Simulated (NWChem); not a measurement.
# PbS (SMILES [S][Pb]): levels of theory compared

Wanted: a comparison of 4 runs (wB97X/def2-SVP, wB97X/def2-TZVP, wB97X/def2-SVPD, wB97X/def2-TZVPD) of PbS. 

Program for the calculation: NWChem 7.3.0.

## (1) The molecule

PbS has 2 atoms, charge 0, and is taken as a singlet. SMILES: `[S][Pb]`. Geometry: the measured bond length.

Bond lengths: S1–Pb2 2.287 Å.

## (2) Magnetic shielding at wB97X/def2-SVP (core potential) (run 1)

File mol.nw:

```
start mol
title "PbS wB97X"
memory stack 880 mb heap 220 mb global 1100 mb

geometry units angstrom noautosym nocenter noautoz
 S     0.000000    0.000000    0.000000
 Pb    0.000000    0.000000    2.286863
end

basis spherical bse
 * library def2-SVP
end

ecp bse
 Pb library def2-SVP
end

dft
 xc wb97x
 grid fine
 convergence energy 1e-08
 maxiter 100
 mulliken
 print low
end

property
 shielding
end

task dft property
```

Launch:

```bash
$ nwchem mol.nw > mol.out
```

Log:

```text
[...]
 d= 0,ls=0.0,diis     1   -590.9006544774 -6.72D+02  4.07D-02  4.70D-01     0.9
[...]
 d= 0,ls=0.0,diis     8   -591.0004557900 -4.53D-09  2.75D-06  4.46D-09     5.0
         Total DFT energy =     -591.000455789955
      One electron energy =    -1048.903898406395
           Coulomb energy =      418.222822206553
    Exchange-Corr. energy =      -41.771741033670
 Nuclear repulsion energy =       81.452361443556
[...]
      Total Density - Mulliken Population Analysis
     ---------------------------------------------
    Atom       Charge   Shell Charges
 -----------   ------   -------------------------------------------------------
    1 S   16    16.38   2.00  1.99  1.23  0.69  5.93  1.75  2.77  0.02
    2 Pb  22    21.62  -0.95  3.01  1.29  0.57  2.65  3.37  0.99  0.61  9.69  0.40
[...]
           isotropic =    -483.5916
[...]
           isotropic =     274.5660
[...]
```

Wall time 14 s (1 thread of Intel Xeon 6975P-C (Granite Rapids), shared host); peak memory 0.12 GiB.

## (3) NMR shieldings at wB97X/def2-TZVP (core potential) (run 2)

File sp.nw:

```
start sp
memory total 2200 mb
geometry noautosym nocenter noautoz
  S     0.000000    0.000000    0.000000
  Pb    0.000000    0.000000    2.286863
end
basis spherical bse
  * library def2-TZVP
end
ecp bse
  Pb library def2-TZVP
end
dft
  xc wb97x
  grid fine
  convergence energy 1e-08
  iterations 100
  mulliken
  print low
end
property
  shielding
end
task dft property
```

Launch:

```bash
$ nwchem sp.nw > sp.out
```

Log:

```text
[...]
 d= 0,ls=0.0,diis     1   -591.0434781335 -6.72D+02  1.92D-02  9.01D-01     3.8
[...]
 d= 0,ls=0.0,diis    11   -591.1462084959 -1.34D-09  5.43D-07  1.13D-09    36.0
         Total DFT energy =     -591.146208495928
      One electron energy =    -1049.170662314490
           Coulomb energy =      418.348812627056
    Exchange-Corr. energy =      -41.776720252051
 Nuclear repulsion energy =       81.452361443556
[...]
      Total Density - Mulliken Population Analysis
     ---------------------------------------------
    Atom       Charge   Shell Charges
 -----------   ------   -------------------------------------------------------
    1 S   16    16.53   2.01  0.47  1.49  1.10  0.80  4.18  1.67  0.92  2.32  1.52  0.01  0.04  0.00
    2 Pb  22    21.47   0.07 -0.61  1.88  0.69  1.15  0.73 -0.63  6.60  0.51  0.79  0.19  9.01  0.95  0.12  0.00  0.02
[...]
           isotropic =    -555.7513
[...]
           isotropic =     272.2822
[...]
```

Wall time 85 s (1 thread of Intel Xeon 6975P-C (Granite Rapids), shared host); peak memory 0.14 GiB.

Run 3 isn't shown in full; the table further down has it.

## (4) Magnetic shielding at wB97X/def2-TZVPD (core potential) (run 4)

File run.nw:

```
START run
TITLE "PbS nmr"
memory total 2200 mb

GEOMETRY units angstroms noautosym nocenter noautoz
  S     0.000000    0.000000    0.000000
  Pb    0.000000    0.000000    2.286863
END

BASIS spherical bse
  S library def2-TZVPD
  Pb library def2-TZVPD
END

ECP bse
  Pb library def2-TZVPD
END

DFT
  xc wb97x
  grid fine
  convergence energy 1e-08
  iterations 100
  mulliken
  noprint "final vectors analysis"
END

PROPERTY
  shielding
END

TASK dft property
```

Launch:

```bash
$ nwchem run.nw > run.out
```

Log:

```text
[...]
          Wavefunction type:  closed shell.
          No. of atoms     :     2
          No. of electrons :    38
[...]
          Charge           :     0
          Spin multiplicity:     1
[...]
          AO basis - number of functions:   102
[...]
              XC Information
              --------------
                       wb97x  Method XC Functional
                     Hartree-Fock (Exact) Exchange  1.000
                         wb97x Exchange Functional  1.000
                      wb97x Correlation Functional  1.000
[...]
 d= 0,ls=0.0,diis     1   -591.0447981459 -6.72D+02  1.56D-02  9.04D-01     5.9
[...]
 d= 0,ls=0.0,diis    11   -591.1473314492 -1.43D-09  5.94D-07  1.18D-09    57.5
         Total DFT energy =     -591.147331449167
      One electron energy =    -1049.099286228857
           Coulomb energy =      418.272412150547
    Exchange-Corr. energy =      -41.772818814412
 Nuclear repulsion energy =       81.452361443556
[...]
      Total Density - Mulliken Population Analysis
     ---------------------------------------------
    Atom       Charge   Shell Charges
 -----------   ------   -------------------------------------------------------
    1 S   16    16.59   2.01  0.47  1.48  1.10  0.82  0.05  4.19  1.67  0.92  2.33  1.45  0.05  0.01  0.04  0.01  0.00
    2 Pb  22    21.41   0.07 -0.61  1.88  0.68  1.16  0.70  0.02 -0.63  6.60  0.50  0.80  0.15  9.01  0.96  0.09  0.01  0.00  0.02
[...]
           isotropic =    -569.9688
[...]
           isotropic =     274.0231
[...]
```

Run time: 2.3 min. Hardware: 1 thread of Intel Xeon 6975P-C (Granite Rapids), shared host; peak memory 0.14 GiB.

## (5) Overview of the runs

```
run                              level  core potential  energy (Eh)  isotropic shielding of S1 (ppm)  wall time
  1    wB97X/def2-SVP (core potential)        def2-SVP  -591.000456                           -483.6       14 s
  2   wB97X/def2-TZVP (core potential)       def2-TZVP  -591.146208                           -555.8       85 s
  3   wB97X/def2-SVPD (core potential)       def2-SVPD  -591.008299                           -355.5       25 s
  4  wB97X/def2-TZVPD (core potential)      def2-TZVPD  -591.147331                           -570.0    2.3 min
```

## (6) What came out

```
                        quantity          value
             run 4: total energy  -591.14733 Eh
            run 4: dipole moment         4.57 D
run 4: isotropic shielding of S1     -570.0 ppm
```

Over the runs the total energy spans 3.997 eV. All runs together took 4.3 min, the longest 2.3 min.
